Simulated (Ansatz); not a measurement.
# C₂H₆ClFSeSn: one species, many methods

Aim: compute C₂H₆ClFSeSn with functionals from several rungs and with coupled cluster, and see how far each lands from CCSD(T) at the basis-set limit for the atomisation energy.

Program: Ansatz 0.2.0, Gaussian basis. Level of theory: functionals in def2-TZVPP, the program's frozen cores in correlated methods. These are calculated values, not measurements.

Plan: LDA (SPW92), PBE-D4, revPBE-D4, BLYP-D4, r2SCAN-D4, B97M-V, PBE0-D4, B3LYP-D4, r2SCANh-D4, r2SCAN0-D4, HSE06-D4, BHLYP-D4, CAM-B3LYP-D4, LC-ωPBE, ωB97X-V, ωB97M-V, B2PLYP, PBE-QIDH; CCSD(T)/def2-SVP; CCSD(T)/def2-TZVPP; MP2/def2-QZVPP; extrapolation to the limit; RPA on PBE.

1 further run of the same task is left out (set aside as unsound or not needed).

### 1 The relaxed structure

An earlier PBE0-D4 in a triple-zeta def2 set relaxation fixed the geometry. Sn takes the def2 core potential; no spin-orbit term is included.

SMILES `C[Se][Sn]([CH3])([F])[Cl]`, 12 atoms, charge 0, spin multiplicity 1.

Atoms are counted from 1 here; the program's logs count them from 0.

Bond lengths: C1–Se2 1.962 Å, C1–H7 1.089 Å, C1–H8 1.087 Å, C1–H9 1.087 Å, Se2–Sn3 2.491 Å, Sn3–C4 2.117 Å, Sn3–F5 1.923 Å, Sn3–Cl6 2.328 Å, C4–H10 1.089 Å, C4–H11 1.089 Å, C4–H12 1.089 Å. Angles: Se2–C1–H7 105.5°, Se2–C1–H8 110.1°, Se2–C1–H9 110.1°, H7–C1–H8 109.9°, H7–C1–H9 110.0°, H8–C1–H9 111.1°, C1–Se2–Sn3 95.8°, Se2–Sn3–C4 120.0°, Se2–Sn3–F5 107.0°, Se2–Sn3–Cl6 108.7°, C4–Sn3–F5 107.4°, C4–Sn3–Cl6 110.9°, F5–Sn3–Cl6 101.2°, Sn3–C4–H10 109.3°, Sn3–C4–H11 109.2°, Sn3–C4–H12 107.8°, H10–C4–H11 110.3°, H10–C4–H12 110.1° and more.

### 2 LDA

This LDA is Slater exchange with PW92 correlation.

Input file in.yaml:

```yaml
crystal:
  periodic: [false, false, false]
  atoms:
    - {symbol: C, position_ang: [-0.392844, -0.697893, 2.566650]}
    - {symbol: Se, position_ang: [0.764092, -1.338639, 1.117274]}
    - {symbol: Sn, position_ang: [-0.002100, 0.326898, -0.568743]}
    - {symbol: C, position_ang: [0.760133, 0.261252, -2.542239]}
    - {symbol: F, position_ang: [0.394690, 2.068650, 0.142803]}
    - {symbol: Cl, position_ang: [-2.329803, 0.363539, -0.577775]}
    - {symbol: H, position_ang: [-0.221398, -1.378933, 3.398403]}
    - {symbol: H, position_ang: [-1.434985, -0.742964, 2.259539]}
    - {symbol: H, position_ang: [-0.111509, 0.313218, 2.849447]}
    - {symbol: H, position_ang: [0.407335, -0.643484, -3.035074]}
    - {symbol: H, position_ang: [1.848729, 0.271452, -2.506693]}
    - {symbol: H, position_ang: [0.394659, 1.141705, -3.069390]}
basis:
  gaussian: {orbitals: def2-TZVPP}
hamiltonian: {xc: lda}
output: {orbitals: {seedname: orbitals}}
```

The runs that follow: PBE-D4 (GGA); revPBE-D4 (GGA); BLYP-D4 (GGA); r2SCAN-D4 (meta-GGA); B97M-V (meta-GGA); PBE0-D4 (hybrid); B3LYP-D4 (hybrid); r2SCANh-D4 (hybrid); r2SCAN0-D4 (hybrid); HSE06-D4 (hybrid); BHLYP-D4 (hybrid); CAM-B3LYP-D4 (range-separated); LC-ωPBE (range-separated); ωB97X-V (range-separated); ωB97M-V (range-separated); B2PLYP (double hybrid); PBE-QIDH (double hybrid); CCSD(T) in def2-SVP; CCSD(T) in def2-TZVPP; MP2 in def2-QZVPP; RPA on PBE orbitals.

Before running them: what should the planned runs give, taken together? Wanted: atomisation energy, CCSD(T)/CBS; farthest beyond LDA; mean size of error, GGA; mean size of error, meta-GGA; mean size of error, hybrid; mean size of error, range-separated; mean size of error, double hybrid; gap, smallest and largest; T1 diagnostic.

The runs gave:

| quantity | value |
| --- | --- |
| atomisation energy, CCSD(T)/CBS | 43.062 eV |
| functionals within 0.431 eV (1.0 %) | PBE-D4, r2SCAN-D4, B97M-V, PBE0-D4, HSE06-D4, ωB97X-V, ωB97M-V |
| farthest beyond LDA | BHLYP-D4 (-1.721 eV) |
| mean size of error, GGA | 0.587 eV |
| mean size of error, meta-GGA | 0.134 eV |
| mean size of error, hybrid | 0.732 eV |
| mean size of error, range-separated | 0.464 eV |
| mean size of error, double hybrid | 0.831 eV |
| gap, smallest and largest | 3.34 eV (LDA (SPW92)), 10.40 eV (LC-ωPBE) |
| T1 diagnostic | 0.0114 |
| triples share of the correlation energy | 3.6 % |

LDA overbinds by 5.808 eV (13 %). PBE-D4 is off by +0.402 eV. Double hybrids carry the basis error of their MP2 part in triple zeta, and no dispersion term here, so their miss is partly the set-up's. By mean error the best rung here is meta-GGA (0.134 eV) and the worst beyond LDA is double hybrid (0.831 eV). The reference freezes the cores and leaves out spin-orbit coupling and excitations past (T), and its outer-core shells are covered unevenly, so misses under about 0.431 eV can't be ranked. All levels share the lack of spin-orbit coupling, which lowers the free heavy atoms and so the true binding. Hartree-Fock recovers 72 % of the binding; the rest is correlation. CCSD(T) in def2-SVP is off by -3.165 eV, so the small basis spoils what the method gains. Orbital gaps span 3.3 to 10.4 eV; exact exchange widens them. Correlated methods include outer-core shells of Se, Sn, which these sets cover unevenly.
